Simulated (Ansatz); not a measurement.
# Cl₄H₂SiSn: how energies converge with the basis set

One table from this session's results is given with a row withheld; the runs are named, their logs left out.

Program: Ansatz 0.2.0, Gaussian basis. Level of theory: one geometry, several basis sets. These are calculated values, not measurements.

The runs, in order: PBE0-D4/def2-SVP; ωB97M-V/def2-SVP; PBE0-D4/def2-QZVPP; ωB97M-V/def2-QZVPP; the functionals' def2-TZVPP values are taken from earlier runs.

### The geometry

An earlier PBE0-D4 in a triple-zeta def2 set relaxation fixed the geometry. Sn takes the def2 core potential; no spin-orbit term is included.

SMILES `[Cl][SnH2][Si](Cl)(Cl)Cl`, 8 atoms, charge 0, spin multiplicity 1.

Atoms are counted from 1 here; the program's logs count them from 0.

Bond lengths: Cl1–Sn2 2.333 Å, Sn2–Si3 2.565 Å, Sn2–H7 1.702 Å, Sn2–H8 1.702 Å, Si3–Cl4 2.037 Å, Si3–Cl5 2.044 Å, Si3–Cl6 2.037 Å. Angles: Cl1–Sn2–Si3 104.3°, Cl1–Sn2–H7 106.5°, Cl1–Sn2–H8 106.5°, Si3–Sn2–H7 113.0°, Si3–Sn2–H8 113.0°, H7–Sn2–H8 112.8°, Sn2–Si3–Cl4 110.5°, Sn2–Si3–Cl5 109.6°, Sn2–Si3–Cl6 110.5°, Cl4–Si3–Cl5 108.6°, Cl4–Si3–Cl6 108.9°, Cl5–Si3–Cl6 108.6°.

Set-up of the first run:

Input file in.yaml:

```yaml
crystal:
  periodic: [false, false, false]
  atoms:
    - {symbol: Cl, position_ang: [-1.404354, -2.404909, 0.638755]}
    - {symbol: Sn, position_ang: [0.541458, -1.143467, 0.383617]}
    - {symbol: Si, position_ang: [-0.291572, 1.155621, -0.389821]}
    - {symbol: Cl, position_ang: [-1.300926, 0.993517, -2.151393]}
    - {symbol: Cl, position_ang: [1.302015, 2.406960, -0.662771]}
    - {symbol: Cl, position_ang: [-1.529257, 1.972894, 1.005999]}
    - {symbol: H, position_ang: [1.482494, -1.938598, -0.790129]}
    - {symbol: H, position_ang: [1.292341, -1.099119, 1.909943]}
basis:
  gaussian: {orbitals: def2-SVP}
hamiltonian: {xc: pbe0, dispersion: d4}
output: {orbitals: {seedname: orbitals}}
```

Among the steps run: PBE0-D4 in def2-SVP; ωB97M-V in def2-SVP; PBE0-D4 in def2-QZVPP; ωB97M-V in def2-QZVPP.

One of the session's tables, all rows but one given; the rest of the session is left out.

It belongs to the step «Functionals by basis». 

```
functional       basis  HOMO (eV)
   PBE0-D4    def2-SVP      -8.14
   PBE0-D4  def2-TZVPP      -8.26
   PBE0-D4  def2-QZVPP      -8.28
   ωB97M-V    def2-SVP          ?
   ωB97M-V  def2-TZVPP     -10.24
   ωB97M-V  def2-QZVPP     -10.28
```

Q: Estimate the row for ωB97M-V, def2-SVP from the others.

The run gave: HOMO (eV): -10.08. In the column «HOMO (eV)» it lies between ωB97M-V, def2-TZVPP (-10.24) and PBE0-D4, def2-QZVPP (-8.28).
